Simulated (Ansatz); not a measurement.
**InNH4: vertical ionisation energy**

How much energy removes an electron from InNH4 at fixed geometry? The cation is run at each level and the neutral's energy taken from earlier runs.

The runs use Ansatz 0.2.0, Gaussian basis; unrestricted cation, the program's frozen cores in correlated methods.

The runs, in order: UKS PBE-D4/def2-TZVPP; UKS r2SCAN-D4/def2-TZVPP; UKS PBE0-D4/def2-TZVPP; UKS B3LYP-D4/def2-TZVPP; UKS wB97X-V/def2-TZVPP; UKS wB97M-V/def2-TZVPP; UKS B2PLYP/def2-TZVPP; UHF-CCSD(T)/def2-TZVPP; UHF-MP2/def2-QZVPP; extrapolation to the limit; then −ε(HOMO) from the neutral's earlier runs with LDA (SPW92), PBE-D4, revPBE-D4, BLYP-D4, r2SCAN-D4, B97M-V, PBE0-D4, B3LYP-D4, r2SCANh-D4, r2SCAN0-D4, HSE06-D4, BHLYP-D4, CAM-B3LYP-D4, LC-ωPBE, ωB97X-V, ωB97M-V.

**1. Structure used throughout**

An earlier PBE0-D4 in a triple-zeta def2 set relaxation fixed the geometry. In takes the def2 core potential; no spin-orbit term is included.

6 atoms, charge 0, spin multiplicity 1.

Atoms are counted from 1 here; the program's logs count them from 0.

Bond lengths: N1–In2 2.007 Å, N1–H3 1.006 Å, N1–H4 1.006 Å, In2–H5 1.712 Å, In2–H6 1.712 Å. Angles: In2–N1–H3 124.3°, In2–N1–H4 124.3°, H3–N1–H4 111.3°, N1–In2–H5 115.0°, N1–In2–H6 115.0°, H5–In2–H6 130.0°.

As a file:

```xyz
6
H4InN
N    -0.0922   -1.0605    0.0366
In    0.0953    0.9359   -0.0483
H    -0.5980   -1.5529    0.7534
H     0.3119   -1.6973   -0.6293
H     1.0125    1.5205   -1.3707
H    -0.6874    1.7903    1.2121
```

**2. Cation, UKS PBE-D4/def2-TZVPP**

Contents of in.yaml:

```yaml
crystal:
  periodic: [false, false, false]
  atoms:
    - {symbol: N, position_ang: [-0.092211, -1.060522, 0.036571]}
    - {symbol: In, position_ang: [0.095315, 0.935891, -0.048330]}
    - {symbol: H, position_ang: [-0.597960, -1.552944, 0.753429]}
    - {symbol: H, position_ang: [0.311923, -1.697255, -0.629314]}
    - {symbol: H, position_ang: [1.012470, 1.520480, -1.370668]}
    - {symbol: H, position_ang: [-0.687437, 1.790349, 1.212113]}
basis:
  gaussian: {orbitals: def2-TZVPP}
total_charge: 1
magnetization: {spin_polarized: true, initial_magnetization: 1}
hamiltonian: {xc: pbe, dispersion: d4}
```

Further steps of the session: Cation, UKS r2SCAN-D4/def2-TZVPP; Cation, UKS PBE0-D4/def2-TZVPP; Cation, UKS B3LYP-D4/def2-TZVPP; Cation, UKS wB97X-V/def2-TZVPP; Cation, UKS wB97M-V/def2-TZVPP; Cation, UKS B2PLYP (frozen core)/def2-TZVPP; Cation, UHF-CCSD(T)/def2-TZVPP; Cation, UHF-MP2/def2-QZVPP.

Before running them: what should the planned runs give, taken together? Wanted: ionisation energy, CCSD(T)/CBS; nearest functional by difference; nearest −ε(HOMO); −ε(HOMO) of PBE; T1 of the cation.

As calculated:

| quantity | value |
| --- | --- |
| ionisation energy, CCSD(T)/CBS | 9.34 eV |
| nearest functional by difference | B3LYP-D4 (-0.06 eV) |
| nearest −ε(HOMO) | ωB97M-V (-0.03 eV) |
| −ε(HOMO) of PBE | 5.67 eV |
| T1 of the cation | 0.013 |

What this shows: By cation minus neutral, the functionals miss by 0.24 eV at most. The PBE orbital energy is 3.7 eV too small: a semilocal HOMO is no ionisation energy. Among orbital estimates ωB97M-V comes nearest. Hartree-Fock falls 1.77 eV short, as the neutral has more correlation energy than the cation. Correlated methods include outer-core shells of In, which these sets cover unevenly. With outer-core shells in play the reference is unsure by up to some tenths of an eV, so close misses can't be ranked.
